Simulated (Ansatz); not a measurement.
**Si2Mo: from the listed structure to its properties**

Aim: for Si2Mo, find the equilibrium cell, see whether it has a gap, which orbitals make up the states near it and how charge is shared and compare with the cell as listed.

Program: Ansatz 0.2.0. Level of theory: DFT PBEsol, scalar-relativistic, plane waves, PAW. These are calculated values, not measurements.

**1. The system as given**

The structure is hexagonal, space group P6_222 (No. 180). The conventional cell has a = 4.585 Å, b = 4.585 Å, c = 6.580 Å, α = 90.00°, β = 90.00°, γ = 120.00°. Si (site symmetry 2) has 5 Si at 2.55 to 2.67 Å and 5 Mo at 2.57 to 2.67 Å in its first shell of neighbours. Around Mo (site symmetry 222) lie 10 Si at 2.57 to 2.67 Å.

Structure file:

```
CELL_PARAMETERS angstrom
4.58547 0.00000 0.00000
-2.29274 3.97113 0.00000
0.00000 0.00000 6.57976
ATOMIC_POSITIONS crystal
Si 0.16387 0.83613 0.83333
Si 0.32775 0.16387 0.16667
Si 0.83613 0.67225 0.50000
Si 0.83613 0.16387 0.83333
Si 0.67225 0.83613 0.16667
Si 0.16387 0.32775 0.50000
Mo 0.50000 0.00000 0.50000
Mo 0.00000 0.50000 0.16667
Mo 0.50000 0.50000 0.83333
```

The structure comes from the Materials Project (structure only).

(A quick probe on a coarse mesh, which set the mesh and smearing, is not shown.)

**3. Relaxing cell and atoms**

File input.yaml:

```yaml
crystal:
  lattice:
    - [4.5854715599, 0.0, 0.0]
    - [-2.29273578, 3.9711348592, 0.0]
    - [0.0, 0.0, 6.5797601]
  atoms:
    - { symbol: Si, position: [0.16387298, 0.83612702, 0.83333333] }
    - { symbol: Si, position: [0.32774596, 0.16387298, 0.16666667] }
    - { symbol: Si, position: [0.83612702, 0.67225404, 0.5] }
    - { symbol: Si, position: [0.83612702, 0.16387298, 0.83333333] }
    - { symbol: Si, position: [0.67225404, 0.83612702, 0.16666667] }
    - { symbol: Si, position: [0.16387298, 0.32774596, 0.5] }
    - { symbol: Mo, position: [0.5, 0.0, 0.5] }
    - { symbol: Mo, position: [0.0, 0.5, 0.16666667] }
    - { symbol: Mo, position: [0.5, 0.5, 0.83333333] }
basis:
  ecutwfc: 420
kpoints:
  mp_grid: { grid: [12, 12, 6] }
hamiltonian:
  xc: pbesol
scf:
  occupations: { method: gaussian, width: 0.1 }
output:
  forces: true
  stress: true
  eigenvalues: true
  write_density: true
  write_potential: true
  elf: true
  volumetric_format: npy
relax:
  adjacent_minimum: "off"
  f_tol: 0.005
  max_steps: 80
  cell: { stress_tol: 0.05 }
```

Run with:

```bash
$ ansatz run input.yaml --threads 2 --pin off --max-ram 5120MiB --backend cpu --events-out ev --progress --plain --runs-dir out
```

Further runs follow: bands, states and charges; the cell as listed, for comparison; atoms relaxed in the listed cell.

**Question.** What will these runs give? Wanted: relaxed cell; volume; formation energy; gap; Bader charges; listed cell; listed cell, atoms relaxed.

**Answer**, as computed:

| quantity | value |
| --- | --- |
| relaxed cell | a = 4.574 Å, b = 4.574 Å, c = 6.567 Å, α = 90.00°, β = 90.00°, γ = 120.00° |
| space group (0.01 Å) | P6_222 (No. 180) |
| volume | 13.22 Å³/atom |
| formation energy (elements from runs with the same settings, not shown) | -0.58 eV/atom |
| gap | 0.04 eV, indirect on the path |
| Bader charges | Si -0.04, Mo +0.07 e |
| listed cell | 0.5 meV/atom above the relaxed cell, -1.5 GPa, gap 0.04 eV |
| listed cell, atoms relaxed | 0.4 meV/atom above the relaxed cell, -1.5 GPa, gap 0.04 eV |

In words: The relaxed volume is 0.7 % smaller than at the start. The gap is 0.04 eV, with the valence top at L and the conduction bottom at M on the path. Of the projected weight, the top eV of the valence band is Mo 4d (84 %), and the lowest eV of the conduction band Mo 4d (61 %) and Si 3p (26 %). Charge transfer is small (Bader charges of 0.1 e at most), and the ELF peak on the Si–Mo line marks a shared pair. Held at the listed cell, the crystal is under -1.5 GPa and lies 0.4 meV/atom higher.
